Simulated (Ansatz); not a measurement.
**CH5ClO2Ti: up Jacob's ladder to CCSD(T)**

One table from this session's results is given with a row withheld; the runs are named, their logs left out.

Program: Ansatz 0.2.0, Gaussian basis. Level of theory: functionals in def2-TZVPP, the program's frozen cores in correlated methods. These are calculated values, not measurements.

The runs, in order: LDA (SPW92), PBE-D4, revPBE-D4, BLYP-D4, r2SCAN-D4, B97M-V, PBE0-D4, B3LYP-D4, r2SCANh-D4, r2SCAN0-D4, HSE06-D4, BHLYP-D4, CAM-B3LYP-D4, LC-ωPBE, ωB97X-V, ωB97M-V, B2PLYP, PBE-QIDH; CCSD(T)/def2-SVP; CCSD(T)/def2-TZVPP; MP2/def2-QZVPP; extrapolation to the limit; RPA on PBE.

### The relaxed structure

All runs share one geometry, relaxed beforehand with PBE0-D4 in a triple-zeta def2 set.

SMILES `[CH3][Ti]([OH])([OH])[Cl]`, 10 atoms, charge 0, spin multiplicity 1.

Atoms are counted from 1 here; the program's logs count them from 0.

Bond lengths: C1–Ti2 2.052 Å, C1–H6 1.093 Å, C1–H7 1.094 Å, C1–H8 1.094 Å, Ti2–O3 1.769 Å, Ti2–O4 1.779 Å, Ti2–Cl5 2.215 Å, O3–H9 0.956 Å, O4–H10 0.957 Å. Angles: Ti2–C1–H6 109.4°, Ti2–C1–H7 108.7°, Ti2–C1–H8 109.6°, H6–C1–H7 109.8°, H6–C1–H8 109.7°, H7–C1–H8 109.6°, C1–Ti2–O3 105.4°, C1–Ti2–O4 105.1°, C1–Ti2–Cl5 106.2°, O3–Ti2–O4 113.2°, O3–Ti2–Cl5 112.9°, O4–Ti2–Cl5 113.1°, Ti2–O3–H9 146.8°, Ti2–O4–H10 138.4°.

The first run:

in.yaml

```yaml
crystal:
  periodic: [false, false, false]
  atoms:
    - {symbol: C, position_ang: [-1.093242, -0.834559, -0.543512]}
    - {symbol: Ti, position_ang: [0.309487, 0.535732, 0.059901]}
    - {symbol: O, position_ang: [0.520821, 0.258765, 1.794101]}
    - {symbol: O, position_ang: [1.764681, 0.159175, -0.890963]}
    - {symbol: Cl, position_ang: [-0.536744, 2.530767, -0.397394]}
    - {symbol: H, position_ang: [-2.031799, -0.652436, -0.013023]}
    - {symbol: H, position_ang: [-1.248856, -0.726444, -1.620704]}
    - {symbol: H, position_ang: [-0.736483, -1.844579, -0.323578]}
    - {symbol: H, position_ang: [0.463100, 0.625113, 2.675062]}
    - {symbol: H, position_ang: [2.672237, -0.102635, -0.737089]}
basis:
  gaussian: {orbitals: def2-TZVPP}
hamiltonian: {xc: lda}
output: {orbitals: {seedname: orbitals}}
```

Command:

```bash
> ansatz run in.yaml --threads 4 --pin off --events-out ev --progress --plain --max-ram 10444MiB
```

Among the steps run: LDA; PBE-D4 (GGA); revPBE-D4 (GGA); BLYP-D4 (GGA); r2SCAN-D4 (meta-GGA); B97M-V (meta-GGA); PBE0-D4 (hybrid); B3LYP-D4 (hybrid); r2SCANh-D4 (hybrid); r2SCAN0-D4 (hybrid); HSE06-D4 (hybrid); BHLYP-D4 (hybrid); CAM-B3LYP-D4 (range-separated); LC-ωPBE (range-separated); ωB97X-V (range-separated); ωB97M-V (range-separated); B2PLYP (double hybrid); PBE-QIDH (double hybrid).

One table of the session follows, with a row left open; its other results are not shown here.

It belongs to the step «Frontier levels by functional». 

```
  functional  HOMO (eV)  LUMO (eV)  gap (eV)
 LDA (SPW92)      -6.66      -3.18      3.48
      PBE-D4      -6.53      -2.94      3.59
   revPBE-D4      -6.47      -2.85      3.62
     BLYP-D4      -6.41      -2.83      3.57
   r2SCAN-D4      -6.86      -2.81      4.04
      B97M-V      -6.96      -2.77      4.19
     PBE0-D4      -8.01      -1.88      6.13
    B3LYP-D4      -7.75      -2.16      5.59
  r2SCANh-D4      -7.40      -2.41      5.00
  r2SCAN0-D4      -8.22      -1.78      6.44
    HSE06-D4      -7.60      -2.26      5.34
    BHLYP-D4      -9.37      -0.64      8.72
CAM-B3LYP-D4      -9.45      -0.75      8.71
     LC-ωPBE          ?          ?         ?
     ωB97X-V     -10.50       0.39     10.89
     ωB97M-V     -10.37       0.38     10.75
```

Q: Estimate the row for LC-ωPBE from the others.

**Answer.** HOMO (eV): -10.88; LUMO (eV): 0.41; gap (eV): 11.28. In the column «HOMO (eV)» it is the lowest.
